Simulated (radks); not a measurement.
# Er⁺ in [Xe] 4f12 6s1: an all-electron calculation

What are the levels of the erbium ion Er+, how large are its shells, and how does its energy divide?

Program: radks (a radial shooting solver on a logarithmic mesh, Libxc functionals) version 1. Level of theory: Dirac Kohn-Sham, BLYP, spin-unpolarised, spherical densities, point nucleus; open shells are shared between the two j in proportion to 2j + 1. These are calculated values, not measurements, unless marked.

## 1. The atom as given

* element: erbium (Z = 68)
* charge: +1
* electrons: 67
* configuration: [Xe] 4f12 6s1

The outer shells:

Er⁺
```
[Xe] core
4f [↑↓][↑↓][↑↓][↑↓][↑↓][↑ ][↑ ]
6s [↑ ]
```

## 2. The run

The run's settings:

```text
Z 68
configuration [Xe] 4f12 6s1 5d0 6p0 7s0 5f0
relativity Dirac
functional b88,lyp
spin unpolarised
j_filling average
nucleus point
c 137.035999084
```

Q: Predict the outcome of this run.

The runs gave:

| quantity | value |
| --- | --- |
| total energy | -13100.3564 hartree |
| exchange-correlation share of it | 2.14 % |
| −T/E | 1.1040 |
| highest occupied level | 4f7/2, -9.065 eV |
| most extended occupied level | 6s1/2, <r> = 3.61 bohr |
| radius at density 0.001 e/bohr³ | 4.37 bohr |
| maxima of the radial density | 4 |
| ionisation energy, NIST | 11.92 (semi-emp.) eV |

6 principal shells are occupied and 4 maxima appear in the radial density; where shells overlap, one shows as a shoulder or not at all. −T/E is 1.104: with relativity the kinetic term as defined here no longer equals −E. Minus the highest eigenvalue, 9.065 eV, is 76 % of the tabulated ionisation energy (11.92 eV); the potential of a semilocal functional falls off too fast, so its top eigenvalue is too shallow. Spin polarisation and multiplet splitting are left out. Sharing an open shell by 2j + 1 raises it above the true ground level by a part of the spin-orbit splitting, which enters the differences from NIST.
